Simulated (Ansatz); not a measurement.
# Li4F: the cost of one run

Method: DFT PBE, scalar-relativistic, plane waves, PAW, in Ansatz 0.2.0.

## 1. The starting structure

It takes space group P4/mmm (No. 123, tetragonal). Conventional cell: a = 3.331 Å, b = 3.331 Å, c = 4.711 Å, α = 90.00°, β = 90.00°, γ = 90.00°. Li (site symmetry 2mm) is surrounded by 2 F at 2.04 Å. Around F (site symmetry 4/mmm) lie 8 Li at 2.04 Å.

As a file:

```cif
data_structure
_symmetry_space_group_name_H-M 'P 1'
_symmetry_Int_Tables_number 1
_cell_length_a 3.3313
_cell_length_b 3.3313
_cell_length_c 4.7112
_cell_angle_alpha 90.000
_cell_angle_beta 90.000
_cell_angle_gamma 90.000
_cell_volume 52.28
loop_
_atom_site_label
_atom_site_type_symbol
_atom_site_fract_x
_atom_site_fract_y
_atom_site_fract_z
_atom_site_occupancy
Li1 Li 0.50000 0.00000 0.25000 1
Li2 Li 0.00000 0.50000 0.75000 1
Li3 Li 0.50000 0.00000 0.75000 1
Li4 Li 0.00000 0.50000 0.25000 1
F1 F 0.00000 0.00000 0.00000 1
```

The cell is invented: ordered vacancies on the anion sites of antifluorite (P4/mmm, No. 123). Lengths come from tabulated atomic sizes and are only a guess.

## 2. Probe: one point on a coarse mesh

The input, input.yaml:

```yaml
crystal:
  lattice:
    - [3.33130605, 0.0, 0.0]
    - [0.0, 3.33130605, 0.0]
    - [0.0, 0.0, 4.7111782]
  atoms:
    - { symbol: Li, position: [0.5, 0.0, 0.25] }
    - { symbol: Li, position: [0.0, 0.5, 0.75] }
    - { symbol: Li, position: [0.5, 0.0, 0.75] }
    - { symbol: Li, position: [0.0, 0.5, 0.25] }
    - { symbol: F, position: [0.0, 0.0, 0.0] }
basis:
  ecutwfc: 420
kpoints:
  mp_grid: { grid: [6, 6, 4] }
hamiltonian:
  xc: pbe
scf:
  occupations: { method: gaussian, width: 0.1 }
  lower_state_search: "off"
output:
  forces: true
  stress: true
  eigenvalues: true
```

Run with:

```sh
$ ansatz run input.yaml --threads 1 --pin off --max-ram 2048MiB --backend cpu --events-out ev --progress --plain --runs-dir out
```

Q: Estimate wall time and peak memory on 1 thread of Arm Neoverse V1, shared host.

About 1.4 s, with a peak of 0.29 GiB.
